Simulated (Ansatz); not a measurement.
**CH4FNO2W: basis-set convergence**

The task here is to estimate one member of a computed series from the others.

Program: Ansatz 0.2.0, Gaussian basis. Level of theory: one geometry, several basis sets. These are calculated values, not measurements.

Plan: PBE0-D4/def2-SVP; ωB97M-V/def2-SVP; PBE0-D4/def2-QZVPP; ωB97M-V/def2-QZVPP; the functionals' def2-TZVPP values are taken from earlier runs.

## The relaxed structure

An earlier PBE0-D4 in a triple-zeta def2 set relaxation fixed the geometry. W takes the def2 core potential; no spin-orbit term is included.

SMILES `C[N]=[W](=[O])([OH])[F]`, 10 atoms, charge 0, spin multiplicity 1.

Atoms are counted from 1 here; the program's logs count them from 0.

Bond lengths: C1–N2 1.420 Å, C1–H7 1.095 Å, C1–H8 1.095 Å, C1–H9 1.094 Å, N2–W3 1.741 Å, W3–O4 1.705 Å, W3–O5 1.887 Å, W3–F6 1.873 Å, O5–H10 0.959 Å. Angles: N2–C1–H7 110.1°, N2–C1–H8 111.5°, N2–C1–H9 110.1°, H7–C1–H8 108.6°, H7–C1–H9 107.7°, H8–C1–H9 108.7°, C1–N2–W3 155.0°, N2–W3–O4 108.0°, N2–W3–O5 108.3°, N2–W3–F6 108.2°, O4–W3–O5 109.1°, O4–W3–F6 110.4°, O5–W3–F6 112.8°, W3–O5–H10 124.6°.

The first run:

Contents of in.yaml:

```yaml
crystal:
  periodic: [false, false, false]
  atoms:
    - {symbol: C, position_ang: [-0.112528, -1.450823, 1.031380]}
    - {symbol: N, position_ang: [0.016695, -0.153256, 0.470224]}
    - {symbol: W, position_ang: [-0.337515, 1.117076, -0.666467]}
    - {symbol: O, position_ang: [-1.450232, 0.509748, -1.807241]}
    - {symbol: O, position_ang: [1.262624, 1.581674, -1.552840]}
    - {symbol: F, position_ang: [-1.087050, 2.552231, 0.276085]}
    - {symbol: H, position_ang: [0.865618, -1.939761, 1.079334]}
    - {symbol: H, position_ang: [-0.787718, -2.079002, 0.440332]}
    - {symbol: H, position_ang: [-0.500412, -1.382775, 2.052375]}
    - {symbol: H, position_ang: [2.130518, 1.244888, -1.323182]}
basis:
  gaussian: {orbitals: def2-SVP}
hamiltonian: {xc: pbe0, dispersion: d4}
output: {orbitals: {seedname: orbitals}}
```

Launch:

```
$ ansatz run in.yaml --threads 4 --pin off --events-out ev --progress --plain --max-ram 11315MiB
```

Among the steps run: PBE0-D4 in def2-SVP; ωB97M-V in def2-SVP; PBE0-D4 in def2-QZVPP; ωB97M-V in def2-QZVPP.

One table of the session follows, with a row left open; its other results are not shown here.

It belongs to the step «Functionals by basis». 

```
functional       basis  HOMO (eV)
   PBE0-D4    def2-SVP      -7.76
   PBE0-D4  def2-TZVPP      -7.79
   PBE0-D4  def2-QZVPP          ?
   ωB97M-V    def2-SVP      -9.99
   ωB97M-V  def2-TZVPP     -10.04
   ωB97M-V  def2-QZVPP     -10.06
```

Q: Estimate the row for PBE0-D4, def2-QZVPP from the others.

As computed: HOMO (eV): -7.81. In the column «HOMO (eV)» it lies between ωB97M-V, def2-SVP (-9.99) and PBE0-D4, def2-TZVPP (-7.79).
